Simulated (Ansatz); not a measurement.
Runs of Ansatz 0.2.0 on Na3Cl2. Symmetry: Cmmm, No. 65, orthorhombic system. The conventional cell has a = 3.520 Å, b = 20.341 Å, c = 3.528 Å, α = 90.00°, β = 90.00°, γ = 90.00°. Cl (site symmetry m2m) is surrounded by 8 Na at 3.00 to 3.05 Å. Na (site symmetry m2m) has 4 Cl at 3.00 Å and 1 Na at 3.44 Å as nearest neighbours. Na (site symmetry mmm) has 8 Cl at 3.05 Å and 2 Na at 3.44 Å as nearest neighbours. The cell comes from a database or a generator and needn't be the stable form of this composition.

```csv
level,cutoff (eV),gap on the mesh (eV),pressure (GPa),largest force (eV/Å)
r2SCAN,500,none,-0.7,0.10
LDA,420,none,(b),(a)
revPBE,420,none,1.2,0.05
PBE,420,none,0.1,0.01
RPBE,420,none,1.4,(c)
```

Alike in all rows: task band structure; potentials or basis Ansatz PAW; no spin polarisation; cell as given; k mesh 8 × 8 × 8; smearing fermi-dirac 0.05 eV.

Question: Estimate the missing entries.

Answer: (a) 0.13; (b) -2.2; (c) 0.06.

Caveats: an odd number of electrons without spin polarisation forces a metal; a magnetic or distorted state may lie lower; the PAW data sets come from PBE, with cores solved anew for the run's functional, which leaves a small shift of forces and pressure (some runs).

A gap of «none» marks a metal or a gap under the smearing width.
